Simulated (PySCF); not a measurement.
# [Pm(OH)4]−: other functionals and bases at one geometry

An exercise on one series of results from a longer session: the logs are not shown, and one member is left open.

Computed with PySCF 2.14.0. Level: several levels, as the steps say, no spin–orbit coupling.

1 further run of the same task is left out (for a known fault of the program).

### Starting geometry

9 atoms, charge -1, spin multiplicity 1.

Bond lengths: Pm1–O2 2.176 Å, Pm1–O4 2.176 Å, Pm1–O6 2.176 Å, Pm1–O8 2.176 Å, O2–H3 0.954 Å, O4–H5 0.954 Å, O6–H7 0.954 Å, O8–H9 0.954 Å. Angles: O2–Pm1–O4 109.4°, O2–Pm1–O6 109.5°, O2–Pm1–O8 109.5°, O4–Pm1–O6 109.5°, O4–Pm1–O8 109.5°, O6–Pm1–O8 109.4°, Pm1–O2–H3 176.7°, Pm1–O4–H5 176.7°, Pm1–O6–H7 176.7°, Pm1–O8–H9 176.7°.

Geometry (Å):

```
atom    x (Å)    y (Å)    z (Å)
 Pm1   0.0000   0.0000   0.0000
  O2   1.3824   1.1139   1.2578
  H3   1.9563   1.6470   1.8031
  O4  -1.3824  -1.1139   1.2578
  H5  -1.9563  -1.6470   1.8031
  O6   1.1139  -1.3824  -1.2578
  H7   1.6470  -1.9563  -1.8031
  O8  -1.1139   1.3824  -1.2578
  H9  -1.6470   1.9563  -1.8031
```

Formal oxidation states: Pm +3. Each metal's 4 4f electrons lie in its core potential, so multiplicities, spins and levels count the valence alone. An earlier session relaxed this geometry at PBE0, Pm lcecp-1-SVP with ECP50, O def2-SVP, H def2-SVP (singlet, point group D2).

At PBE0 on the finer grid: E = -337.108770 Eh, HOMO -2.33 eV, LUMO 3.98 eV, Mulliken charge on Pm1 +0.84 e, largest force component 0.003 eV/Å. 

Levels to run: BP86; CAM-B3LYP; PBE0, TZVP. Hardware: 2 threads of Arm Neoverse V2, shared host.

The first run:

File run.py (the lines that set the calculation):

```python
mol = gto.M(atom='''
Pm     0.00000     0.00000     0.00000
O      1.38238     1.11389     1.25782
H      1.95630     1.64697     1.80308
O     -1.38238    -1.11389     1.25782
H     -1.95630    -1.64697     1.80308
O      1.11389    -1.38238    -1.25782
H      1.64697    -1.95630    -1.80308
O     -1.11389     1.38238    -1.25782
H     -1.64697     1.95630    -1.80308''',
    basis={'Pm': 'lcecp-1-SVP', 'O': 'def2-SVP', 'H': 'def2-SVP'},
    ecp={'Pm': 'lcecp-1-SVP'},
    charge=-1, spin=0)
mf = dft.RKS(mol, xc='B88,P86')
mf.grids.atom_grid = (75, 302)  # f atoms: unpruned, at least (60, 302)
mf = mf.density_fit()  # fitting sets: Pm AutoAux, O def2-universal-JKFIT, H def2-universal-JKFIT
mf.conv_tol = 1e-08; mf.max_cycle = 55
mf.kernel(dm0)  # dm0: the density of the relaxed state
```

Launch:

```sh
$ OMP_NUM_THREADS=2 python run.py
```

Steps of the session up to this table: BP86; CAM-B3LYP; PBE0, TZVP.

One of the session's tables, all rows but one given; the rest of the session is left out.

```
              level  HOMO (eV)  gap (eV)  charge on Pm1 (e)  largest force component (eV/Å)
PBE0 (relaxed here)      -2.33      6.31               0.84                            0.00
               BP86      -0.77      4.29               0.56                            0.40
          CAM-B3LYP      -3.78      8.26               0.80                            0.06
         PBE0, TZVP          ?         ?                  ?                               ?
```

**Question.** Estimate the row for PBE0, TZVP.

The run gave: HOMO (eV): -2.78; gap (eV): 6.51; charge on Pm1 (e): 1.51; largest force component (eV/Å): 0.23. In the column «HOMO (eV)» it lies between CAM-B3LYP (-3.78) and PBE0 (relaxed here) (-2.33).

In one basis the HOMO–LUMO gap runs from 4.29 eV (BP86) to 8.26 eV (CAM-B3LYP). The largest leftover force, 0.40 eV/Å with BP86, stands at a geometry relaxed at another level. With 4f in the core, its levels are missing from HOMO and gap, and its count is fixed, so no charge can pass from the ligands into it. Total energies of different levels can't be compared.
